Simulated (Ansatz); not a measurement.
**K (sc type): how the settings move a single-point run**

How sensitive is a single-point run of K (sc type) to its settings? A reference run comes first, then one run with altered input.

Program: Ansatz 0.2.0. Level of theory: reference: DFT, PBEsol, PAW with Ansatz's default frozen-core files, scalar-relativistic. These are calculated values, not measurements.

2 further runs of the same task are left out: 2 that didn't finish. Runs told in other sessions of the task aren't counted.

## Step 1: The starting structure

Symmetry: Pm-3m, No. 221, cubic system. Conventional cell: a = 3.742 Å, b = 3.742 Å, c = 3.742 Å, α = 90.00°, β = 90.00°, γ = 90.00°. K (site symmetry m-3m) is surrounded by 6 K at 3.74 Å.

Coordinates:

```cif
data_structure
_symmetry_space_group_name_H-M 'Pm-3m'
_symmetry_Int_Tables_number 221
_cell_length_a 3.7416
_cell_length_b 3.7416
_cell_length_c 3.7416
_cell_angle_alpha 90.000
_cell_angle_beta 90.000
_cell_angle_gamma 90.000
_cell_volume 52.38
loop_
_atom_site_label
_atom_site_type_symbol
_atom_site_symmetry_multiplicity
_atom_site_Wyckoff_symbol
_atom_site_fract_x
_atom_site_fract_y
_atom_site_fract_z
_atom_site_occupancy
K1 K 1 a 0.00000 0.00000 0.00000 1
```

## Step 2: Reference

The input, input.yaml:

```yaml
crystal:
  lattice:
    - [3.7415718559, 0.0, 0.0]
    - [0.0, 3.7415718559, 0.0]
    - [0.0, 0.0, 3.7415718559]
  atoms:
    - { symbol: K, position: [0.0, 0.0, 0.0] }
kpoints:
  mp_grid: { grid: [9, 9, 9] }
scf:
  occupations: { method: fermi_dirac, width: 0.1 }
hamiltonian:
  xc: pbesol
  pseudopotentials: { kind: paw }
output:
  forces: true
  stress: true
  eigenvalues: true
  populations: true
```

The run is started by

```
> ansatz run input.yaml --threads 1 --pin off --max-ram 2048MiB --backend cpu --events-out ev --progress --plain --runs-dir out
```

## Step 3: Changing settings: mixing.algorithm anderson, mixing.beta 0.2

Edit input.yaml of step 2 so:

```diff
@@ -11,2 +11,3 @@
   occupations: { method: fermi_dirac, width: 0.1 }
+  mixing: { algorithm: anderson, beta: 0.2 }
 hamiltonian:
```

Before running it: what results should come out? Wanted: for each run, ending; energy change; pressure; gap; force.

As calculated:

| run | ending | energy change | pressure (GPa) | gap (eV) | force (eV/Å) | cycles | time |
| --- | --- | --- | --- | --- | --- | --- | --- |
| reference | converged | 0 | 2.2 | 0.00 | 0.00 | 6 | 1.2 s |
| 1: mixing.algorithm anderson, mixing.beta 0.2 | converged | 0.0 meV/atom | 2.2 | 0.00 | 0.00 | 6 | 1.3 s |

Residual by cycle in the longest SCF loop of each run; runs are numbered as in the table. The quantity is the density residual dr2, in eV.

```
cycle  reference    run 1
    1    0.00197  0.00197
    2     7.7e-4  0.00138
    3     1.1e-5   1.9e-4
    4     2.4e-7   5.0e-5
    5     3.9e-9   6.5e-8
    6    6.0e-12   5.2e-9
```

What this shows: Energy and cycle count are those of the reference, so the change (mixing) left the result and the number of cycles as they were.
